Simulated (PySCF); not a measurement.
# [La(NH3)3]3+: other spin states and a change of surroundings

Program: PySCF 2.14.0. Level of theory: PBE0, La lcecp-1-SVP with ECP46, N def2-SVP, H def2-SVP; scalar-relativistic core potentials, no spin–orbit coupling. These are calculated values, not measurements.

## Step 1: Starting geometry

13 atoms, charge 3, spin multiplicity 1.

Bond lengths: La1–N2 2.564 Å, La1–N6 2.564 Å, La1–N10 2.564 Å, N2–H3 1.036 Å, N2–H4 1.036 Å, N2–H5 1.035 Å, N6–H7 1.036 Å, N6–H8 1.036 Å, N6–H9 1.035 Å, N10–H11 1.036 Å, N10–H12 1.036 Å, N10–H13 1.035 Å. Angles: N2–La1–N6 120.0°, N2–La1–N10 120.0°, N6–La1–N10 120.0°, La1–N2–H3 115.7°, La1–N2–H4 115.5°, La1–N2–H5 115.8°, H3–N2–H4 102.5°, H3–N2–H5 102.8°, H4–N2–H5 102.6°, La1–N6–H7 115.7°, La1–N6–H8 115.5°, La1–N6–H9 115.8°, H7–N6–H8 102.5°, H7–N6–H9 102.7°, H8–N6–H9 102.6°, La1–N10–H11 115.7°, La1–N10–H12 115.5°, La1–N10–H13 115.8° and more.

As a file:

```xyz
13
charge 3, multiplicity 1
La    0.0000    0.0000   -0.0132
N     2.5638    0.0008    0.0137
H     3.0066   -0.6506    0.6862
H     3.0188   -0.2560   -0.8811
H     3.0111    0.9058    0.2438
N    -1.2826    2.2199    0.0137
H    -0.9398    2.9291    0.6862
H    -1.2877    2.7424   -0.8811
H    -2.2900    2.1548    0.2438
N    -1.2812   -2.2207    0.0137
H    -2.0668   -2.2785    0.6862
H    -1.7311   -2.4864   -0.8811
H    -0.7211   -3.0606    0.2438
```

Formal oxidation states: La +3. The 4f shell is empty and lies in the core potential. An earlier session relaxed this geometry at PBE0, La lcecp-1-SVP with ECP46, N def2-SVP, H def2-SVP (singlet, point group C3).

Its energy there is -199.942468 Eh.

## Step 2: Multiplicity 3 at the relaxed geometry

File run.py (the lines that set the calculation):

```python
mol = gto.M(atom='''
La     0.00000     0.00000    -0.01315
N      2.56377     0.00080     0.01365
H      3.00660    -0.65063     0.68618
H      3.01881    -0.25600    -0.88107
H      3.01108     0.90581     0.24380
N     -1.28257     2.21989     0.01365
H     -0.93984     2.92911     0.68618
H     -1.28770     2.74236    -0.88107
H     -2.28999     2.15477     0.24380
N     -1.28120    -2.22069     0.01365
H     -2.06676    -2.27848     0.68618
H     -1.73110    -2.48637    -0.88107
H     -0.72109    -3.06057     0.24380''',
    basis={'La': 'lcecp-1-SVP', 'N': 'def2-SVP', 'H': 'def2-SVP'},
    ecp={'La': 'lcecp-1-SVP'},
    charge=3, spin=2)
mf = dft.UKS(mol, xc='PBE0')
mf.grids.atom_grid = (50, 194)  # f atoms: unpruned, at least (60, 302)
mf = mf.density_fit()  # fitting sets: La AutoAux, N def2-universal-JKFIT, H def2-universal-JKFIT
mf.conv_tol = 1e-08; mf.max_cycle = 55
mf.kernel(dm0)  # dm0: free metal ions and neutral atoms
```

Run with:

```sh
> OMP_NUM_THREADS=2 python run.py
```

**Question.** How long does this run take on 2 threads of Intel Xeon Platinum 8488C (Sapphire Rapids), shared host?

About 22 s.
